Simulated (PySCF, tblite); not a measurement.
**CH8NSi2 radical, a small gas-phase stand-in for a defect centre (nitride N site): EPR parameters**

Aim: the EPR parameters of `[CH2]N([SiH3])[SiH3]`. It is drawn as: carbon radical.

Computed with tblite 0.8.0 and PySCF 2.14.0; each step states its level. No surroundings beyond the atoms listed, unless a continuum is named. Atoms count from 0, parts from 1.

## (1) Starting point

12 atoms, charge 0, multiplicity 2; geometry: distance geometry start.

## (2) Geometry optimisation with GFN2-xTB

Job settings and geometry (Å):

```
{"job": {"kind": "relax", "xc": "GFN2-xTB", "basis": "xTB"}, "charge": 0, "multiplicity": 2}
Si     2.227687    -0.127928    -0.192080
N      0.524506    -0.115931    -0.837717
Si    -0.497022     1.286372    -0.357170
C     -0.158541    -1.405856    -0.859065
H      2.611389    -1.451474     0.125056
H      3.098780     0.348038    -1.216304
H      2.312296     0.701685     0.937662
H     -0.453454     1.466088     1.067068
H      0.015858     2.467002    -0.961236
H     -1.839610     1.073714    -0.763302
H     -1.175207    -1.360284    -0.988700
H      0.214729    -2.113949    -0.217884
```

Method: GFN2-xTB geometry optimisation, gas phase.

Command:

```sh
> OMP_NUM_THREADS=1 python cluster_run.py task.json out
```

One launch serves the whole session: the jobs run in the order shown.

Standard output:

```text
step      E/eV     max force
  0    -341.49237    3.902
  1    -341.79935    0.949
  2    -341.84589    0.633
  3    -341.87318    0.481
  4    -341.90312    0.673
  5    -341.94342    0.573
  6    -341.96868    0.372
  7    -341.98336    0.325
  8    -341.99532    0.299
  9    -342.00686    0.349
 10    -342.02093    0.375
 11    -342.03718    0.340
 12    -342.05393    0.368
 13    -342.06917    0.349
 14    -342.07869    0.268
 15    -342.08557    0.216
 16    -342.09182    0.173
 17    -342.09586    0.179
 18    -342.09908    0.186
 19    -342.10266    0.230
 20    -342.10668    0.177
 21    -342.10981    0.143
 22    -342.11105    0.091
 23    -342.11156    0.080
 24    -342.11218    0.077
 25    -342.11365    0.125
 26    -342.11554    0.140
 27    -342.11725    0.105
 28    -342.11829    0.083
 29    -342.11906    0.093
 30    -342.12003    0.116
 31    -342.12122    0.110
 32    -342.12220    0.066
 33    -342.12283    0.071
 34    -342.12345    0.095
 35    -342.12433    0.134
 36    -342.12562    0.156
 37    -342.12689    0.121
 38    -342.12781    0.068
 39    -342.12808    0.048
 40    -342.12847    0.055
 41    -342.12885    0.075
 42    -342.12921    0.063
 43    -342.12944    0.032
 44    -342.12963    0.025
 45    -342.12981    0.042
 46    -342.12996    0.043
 47    -342.13010    0.031
 48    -342.13029    0.032
 49    -342.13056    0.042
 50    -342.13091    0.048
 51    -342.13124    0.054
 52    -342.13152    0.061
 53    -342.13174    0.057
 54    -342.13201    0.045
 55    -342.13248    0.078
 56    -342.13315    0.070
 57    -342.13388    0.086
 58    -342.13450    0.057
 59    -342.13492    0.059
 60    -342.13532    0.072
 61    -342.13592    0.080
 62    -342.13746    0.116
 63    -342.13974    0.150
 64    -342.14242    0.159
 65    -342.14410    0.131
 66    -342.14514    0.139
 67    -342.14682    0.097
 68    -342.14867    0.109
 69    -342.15099    0.135
 70    -342.15387    0.170
 71    -342.15740    0.189
 72    -342.16010    0.193
 73    -342.15894    0.418
 74    -342.16397    0.108
 75    -342.16510    0.106
 76    -342.16830    0.153
 77    -342.17086    0.166
 78    -342.17710    0.099
 79    -342.17901    0.168
 80    -342.18050    0.111
 81    -342.18159    0.125
 82    -342.18232    0.106
 83    -342.18284    0.057
 84    -342.18352    0.102
 85    -342.18429    0.093
 86    -342.18539    0.069
 87    -342.18683    0.093
 88    -342.18822    0.100
 89    -342.19037    0.094
 90    -342.19201    0.086
 91    -342.19308    0.078
 92    -342.19345    0.075
 93    -342.19384    0.087
 94    -342.19432    0.057
 95    -342.19477    0.040
 96    -342.19510    0.039
 97    -342.19552    0.042
 98    -342.19593    0.049
 99    -342.19630    0.052
100    -342.19662    0.044
101    -342.19690    0.055
102    -342.19715    0.052
103    -342.19734    0.035
104    -342.19749    0.030
105    -342.19761    0.023
106    -342.19773    0.036
107    -342.19790    0.051
108    -342.19817    0.046
109    -342.19847    0.040
110    -342.19872    0.037
111    -342.19894    0.038
112    -342.19918    0.041
113    -342.19951    0.057
114    -342.19993    0.071
115    -342.20037    0.067
116    -342.20073    0.043
117    -342.20101    0.046
118    -342.20132    0.051
119    -342.20180    0.057
120    -342.20242    0.082
121    -342.20308    0.080
122    -342.20354    0.062
123    -342.20397    0.038
124    -342.20424    0.042
125    -342.20461    0.040
126    -342.20498    0.053
127    -342.20560    0.062
128    -342.20656    0.089
129    -342.20794    0.096
130    -342.20946    0.102
131    -342.21065    0.074
132    -342.20942    0.165
133    -342.21133    0.037
134    -342.21113    0.088
135    -342.21171    0.025
136    -342.21183    0.025
137    -342.21220    0.027
138    -342.21236    0.025
139    -342.21251    0.021
140    -342.21258    0.018
141    -342.21262    0.015
142    -342.21265    0.016
143    -342.21268    0.016
144    -342.21270    0.018
145    -342.21272    0.013
146    -342.21273    0.009
147    -342.21274    0.009
148    -342.21275    0.008
149    -342.21276    0.009
150    -342.21277    0.009
151    -342.21277    0.006
```

Wall time 1.4 s (1 thread of Arm Neoverse V2, shared host).

The steps of the relaxation:

```csv
step,energy from step 0 (eV),largest force (eV/Å)
0,0.0000,3.9013
6,-0.4763,0.3718
12,-0.5616,0.3683
18,-0.6067,0.1856
24,-0.6198,0.0776
30,-0.6277,0.1159
36,-0.6333,0.1568
42,-0.6368,0.0630
48,-0.6379,0.0317
54,-0.6396,0.0447
60,-0.6429,0.0722
66,-0.6528,0.1386
72,-0.6677,0.1936
78,-0.6847,0.0992
84,-0.6911,0.1018
90,-0.6996,0.0858
96,-0.7027,0.0395
102,-0.7048,0.0522
108,-0.7058,0.0466
114,-0.7076,0.0709
120,-0.7101,0.0822
126,-0.7126,0.0530
132,-0.7171,0.1659
138,-0.7200,0.0252
144,-0.7203,0.0177
150,-0.7204,0.0087
151,-0.7204,0.0058
```

Distances of close pairs at the start and the end, largest changes first:

```csv
bond,before (Å),after (Å),change (Å)
N1–C3,1.460,1.369,-0.091
Si0–N1,1.821,1.751,-0.071
Si0–H4,1.414,1.468,+0.054
Si0–H6,1.404,1.456,+0.052
N1–Si2,1.800,1.751,-0.049
Si2–H9,1.419,1.468,+0.049
C3–H11,1.026,1.071,+0.045
C3–H10,1.026,1.071,+0.045
```

## (3) Relaxing the molecule at PBE0-D3(BJ)/def2-SVP

Job settings and geometry (Å):

```
{"job": {"xc": "PBE0", "basis": "def2-SVP", "d3": "d3bj", "grid": 2, "kind": "geom", "shake": 0.01}, "charge": 0, "multiplicity": 2}
Si     1.685612    -0.202464     0.036992
N     -0.089918    -0.168627    -0.038325
Si    -1.147960     1.220889     0.182488
C     -0.665291    -1.357987    -0.294877
H      2.074797    -1.115795     1.078224
H      2.169272    -0.651171    -1.260606
H      2.079347     1.191246     0.315133
H     -2.003186     0.954217     1.319671
H     -0.249088     2.362123     0.456868
H     -1.937224     1.393587    -1.012908
H     -1.775472    -1.413249    -0.335047
H     -0.102400    -2.240353    -0.430612
```

Standard output:

```text
step   0  E = -675.99972401  max force = 0.051471
step   1  E = -676.00778095  max force = 0.008791
step   2  E = -676.00799853  max force = 0.002042
step   3  E = -676.00799506  max force = 0.001484
step   4  E = -676.00802366  max force = 0.000232
step   5  E = -676.00802399  max force = 0.000071
optimisation converged
```

It took 44 s on 1 thread of Arm Neoverse V2, shared host; peak memory 0.55 GiB.

The steps of the relaxation:

```csv
step,energy from step 0 (eV),largest force component (eV/Å)
0,0.0000,2.6467
1,-0.2192,0.4521
2,-0.2252,0.1050
3,-0.2251,0.0763
4,-0.2258,0.0119
5,-0.2259,0.0037
```

Close pairs (by a distance rule), those that changed most:

```csv
bond,before (Å),after (Å),change (Å)
Si0–H4,1.439,1.495,+0.057
Si2–H9,1.443,1.495,+0.053
Si2–H7,1.448,1.495,+0.048
N1–C3,1.346,1.391,+0.045
Si0–H5,1.456,1.495,+0.040
C3–H11,1.055,1.091,+0.036
C3–H10,1.112,1.091,-0.021
Si0–N1,1.777,1.760,-0.018
```

The end geometry stands in the next job.

```csv
at the end point,value
point group (found at 0.08 Å tolerance),C2v
"rotational constants (GHz, main isotopes)","6.812, 2.981, 2.179"
dipole moment (D),0.17
⟨S²⟩,0.754
```

## (4) EPR parameters: B3LYP/IGLO-III+pcH-1

Job settings and geometry (Å):

```
{"job": {"kind": "epr"}, "charge": 0, "multiplicity": 2}
Si     1.656398    -0.170304     0.040496
N     -0.102231    -0.189309    -0.022385
Si    -1.131773     1.217485     0.219860
C     -0.725391    -1.405245    -0.285280
H      2.146811    -1.099006     1.105014
H      2.227839    -0.627639    -1.263398
H      2.090059     1.223883     0.333293
H     -2.052722     0.992330     1.376200
H     -0.252601     2.390806     0.480429
H     -1.972243     1.460602    -0.992807
H     -1.814475    -1.462135    -0.325214
H     -0.125964    -2.307046    -0.420598
```

With the program's defaults for keys left out, this is: UKS B3LYP, IGLO-III on C N Si, pcH-1 on H, non-relativistic, mean-field spin-orbit, GIAO.

Standard output:

```text
UKS, coarse grid
  cycle   1  E = -676.70108142  |g| = 2.72e-01
  cycle   2  E = -676.67237126  |g| = 3.60e-01
  cycle   3  E = -676.72615825  |g| = 7.70e-02
  cycle   4  E = -676.72844095  |g| = 2.21e-02
  cycle   5  E = -676.72865270  |g| = 9.53e-03
  cycle   6  E = -676.72869904  |g| = 1.79e-03
  cycle   7  E = -676.72870194  |g| = 5.54e-04
UKS, final grid
  cycle   1  E = -676.72868665  |g| = 3.98e-04
  cycle   2  E = -676.72868670  |g| = 3.42e-04
  cycle   3  E = -676.72868675  |g| = 6.94e-05
  cycle   4  E = -676.72868675  |g| = 5.49e-05
  cycle   5  E = -676.72868675  |g| = 1.77e-05
E = -676.72868675 Eh   <S^2> = 0.7540 (exact 0.7500)
g shifts (ppm)      1          2          3
  rmc          -149       -149       -149
  gc              9         39         34
  oz_so         -14        718       1201
  total        -154        608       1086
hyperfine (MHz)  atom isotope    a_iso     a_fc   dipolar eigenvalues
    0  29Si       4.45       4.42     -2.65      0.95      1.71
    1   14N       1.12       1.16     -8.06     -7.37     15.43
    2  29Si       4.43       4.40     -2.66      0.95      1.71
    3   13C      70.77      70.89    -69.14    -68.03    137.17
    4    1H       9.57       9.57     -2.23     -1.82      4.05
    5    1H       9.58       9.58     -2.25     -1.83      4.08
    6    1H      -3.48      -3.48     -2.31     -1.44      3.75
    7    1H       9.50       9.50     -2.25     -1.82      4.06
    8    1H      -3.47      -3.47     -2.31     -1.44      3.75
    9    1H       9.57       9.57     -2.24     -1.83      4.07
   10    1H     -58.90     -58.91    -33.69      1.02     32.67
   11    1H     -58.86     -58.88    -33.69      1.02     32.67
```

Run time: 37 s. Hardware: 1 thread of Arm Neoverse V2, shared host; peak memory 0.9 GiB.

Principal g values 2.00216, 2.00293, 2.00341; g(iso) = 2.00283, against 2.00232 for a free electron.

Hyperfine couplings; where a row names several nuclei, a(iso) is their mean (it holds for fast rotation or exchange) and the dipolar term the largest among them:

```csv
nuclei,isotope,a(iso) (MHz),"a(iso) (G, at g = 2.0023)",largest dipolar term (MHz)
C3,13C,70.8,25.3,137.2
"H10, H11",1H,-58.9,-21.0,-33.7
"H4, H5, H7, H9",1H,9.6,3.4,4.1
"Si0, Si2",29Si,4.4,1.6,-2.7
"H6, H8",1H,-3.5,-1.2,3.8
N1,14N,1.1,0.4,15.4
```

Mulliken spin populations:

```csv
atom,value (e)
Si0,0.02
N1,0.09
Si2,0.02
C3,0.95
H4,0.01
H5,0.01
H6,0.00
H7,0.01
H8,0.00
H9,0.01
H10,-0.05
H11,-0.05
```

In first order the couplings over 0.8 MHz of 1H, 14N give 135 distinct lines over 58.9 G, if the averaged nuclei exchange fast; the same motion can average rows kept apart here too.

## (5) g tensor and hyperfine couplings: BHandHLYP/IGLO-III+pcH-1

Settings changed since step 4:

```diff
@@ -1,2 +1,2 @@
-{"job": {"kind": "epr"}, "charge": 0, "multiplicity": 2}
+{"job": {"kind": "epr", "xc": "BHandHLYP"}, "charge": 0, "multiplicity": 2}
 Si     1.656398    -0.170304     0.040496
```

Method: UKS BHandHLYP, IGLO-III on C N Si, pcH-1 on H, non-relativistic, mean-field spin-orbit, GIAO.

Standard output:

```text
UKS, coarse grid
  cycle   1  E = -676.59233145  |g| = 2.15e-01
  cycle   2  E = -676.60750195  |g| = 1.49e-01
  cycle   3  E = -676.61535623  |g| = 5.80e-02
  cycle   4  E = -676.61687566  |g| = 1.35e-02
  cycle   5  E = -676.61701908  |g| = 5.19e-03
  cycle   6  E = -676.61705308  |g| = 2.53e-03
  cycle   7  E = -676.61706347  |g| = 7.05e-04
  cycle   8  E = -676.61706472  |g| = 1.78e-04
UKS, final grid
  cycle   1  E = -676.61705259  |g| = 9.59e-05
  cycle   2  E = -676.61705261  |g| = 5.10e-05
  cycle   3  E = -676.61705261  |g| = 3.49e-05
  cycle   4  E = -676.61705261  |g| = 1.37e-05
E = -676.61705261 Eh   <S^2> = 0.7564 (exact 0.7500)
g shifts (ppm)      1          2          3
  rmc          -152       -152       -152
  gc              6         40         33
  oz_so         -10        645       1175
  total        -155        533       1056
hyperfine (MHz)  atom isotope    a_iso     a_fc   dipolar eigenvalues
    0  29Si       5.36       5.35     -1.97      0.55      1.42
    1   14N       3.03       3.06     -7.51     -7.13     14.64
    2  29Si       5.34       5.33     -1.98      0.55      1.43
    3   13C     102.83     102.97    -72.15    -70.31    142.47
    4    1H       6.99       6.98     -2.22     -1.90      4.12
    5    1H       6.98       6.98     -2.24     -1.91      4.15
    6    1H      -3.20      -3.20     -2.16     -1.48      3.64
    7    1H       6.92       6.92     -2.23     -1.90      4.14
    8    1H      -3.19      -3.19     -2.16     -1.48      3.64
    9    1H       6.98       6.98     -2.23     -1.91      4.15
   10    1H     -74.12     -74.13    -36.22      0.87     35.35
   11    1H     -74.09     -74.10    -36.22      0.87     35.35
```

It took 41 s on 1 thread of Arm Neoverse V2, shared host; peak memory 0.83 GiB.

In short: g(iso) 2.00280.

## (6) Side by side: EPR parameters

g, ⟨S²⟩ and isotropic hyperfine couplings (MHz), with basis size and wall time:

```csv
run,g(iso),⟨S²⟩,13C C3,1H H10 (mean),1H H4 (mean),29Si Si0 (mean),1H H6 (mean),functions,time
B3LYP/IGLO-III+pcH-1,2.00283,0.754,70.8,-58.9,9.6,4.4,-3.5,238,37 s
BHandHLYP/IGLO-III+pcH-1,2.00280,0.756,102.8,-74.1,7.0,5.4,-3.2,238,41 s
```

## (7) Results

| quantity | value |
| --- | --- |
| point group | C2v |
| rotational constants (main isotopes) | 6.81, 2.98, 2.18 GHz |
| g(iso) (B3LYP) | 2.00283 |
| ⟨S²⟩ | 0.754 (exact 0.75) |
| largest a(iso) (averaged by class) | 13C on C3, 70.8 MHz |

**Reading.** The start of the PBE0/def2-SVP relaxation was shaken at random by about 0.01 Å, so part of the energy gained, and of the first lengths quoted, undoes that. Relaxing lowered the energy by 0.226 eV in 5 steps; the close pair that moved most is Si0–H4, from 1.439 to 1.495 Å (PBE0/def2-SVP). Most of the unpaired spin sits on C3 (0.95 e). The isotropic g lies 0.5 ppt above the free-electron value. The coupling of 13C on C3 runs from 70.8 (B3LYP/IGLO-III+pcH-1) to 102.8 MHz (BHandHLYP/IGLO-III+pcH-1). A capped cluster stands for the solid here, so long-range fields and strain are missing, and bands or shifts of the capping hydrogens have no counterpart in it.
